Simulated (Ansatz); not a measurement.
# VPt: the cost of one run

Program: Ansatz 0.2.0. Level of theory: DFT LDA, scalar-relativistic, plane waves, PAW. These are calculated values, not measurements.

**1. The starting structure**

It takes space group P4/mmm (No. 123, tetragonal). The conventional cell has a = 2.694 Å, b = 2.694 Å, c = 3.880 Å, α = 90.00°, β = 90.00°, γ = 90.00°. V (site symmetry 4/mmm) is surrounded by 4 V at 2.69 Å and 8 Pt at 2.72 Å. Pt (site symmetry 4/mmm) has 4 Pt at 2.69 Å and 8 V at 2.72 Å in its first shell of neighbours.

As a file:

```cif
data_structure
_symmetry_space_group_name_H-M 'P4/mmm'
_symmetry_Int_Tables_number 123
_cell_length_a 2.6941
_cell_length_b 2.6941
_cell_length_c 3.8800
_cell_angle_alpha 90.000
_cell_angle_beta 90.000
_cell_angle_gamma 90.000
_cell_volume 28.16
loop_
_atom_site_label
_atom_site_type_symbol
_atom_site_symmetry_multiplicity
_atom_site_Wyckoff_symbol
_atom_site_fract_x
_atom_site_fract_y
_atom_site_fract_z
_atom_site_occupancy
V1 V 1 d 0.50000 0.50000 0.50000 1
Pt1 Pt 1 a 0.00000 0.00000 0.00000 1
```

The structure comes from the Crystallography Open Database.

(A quick probe on a coarse mesh, which set the mesh and smearing, is not shown.)

**3. Rough relaxation on the coarse mesh**

Contents of input.yaml:

```yaml
crystal:
  lattice:
    - [2.6940768363, 0.0, 0.0]
    - [0.0, 2.6940768363, 0.0]
    - [0.0, 0.0, 3.88]
  atoms:
    - { symbol: V, position: [0.5, 0.5, 0.5], spin: 0.13 }
    - { symbol: Pt, position: [0.0, 0.0, 0.0] }
basis:
  ecutwfc: 420
kpoints:
  mp_grid: { grid: [8, 8, 6] }
hamiltonian:
  xc: lda
scf:
  occupations: { method: gaussian, width: 0.1 }
output:
  forces: true
  stress: true
  eigenvalues: true
  populations: true
magnetization:
  spin_polarized: true
relax:
  adjacent_minimum: "off"
  f_tol: 0.05
  max_steps: 80
  cell: { stress_tol: 0.5 }
```

Run with:

```bash
> ansatz run input.yaml --threads 1 --pin off --max-ram 3072MiB --backend cpu --events-out ev --progress --plain --runs-dir out
```

Q: Estimate wall time and peak memory on 1 thread of Arm Neoverse N1, shared host.

About 39 s, with a peak of 0.35 GiB.
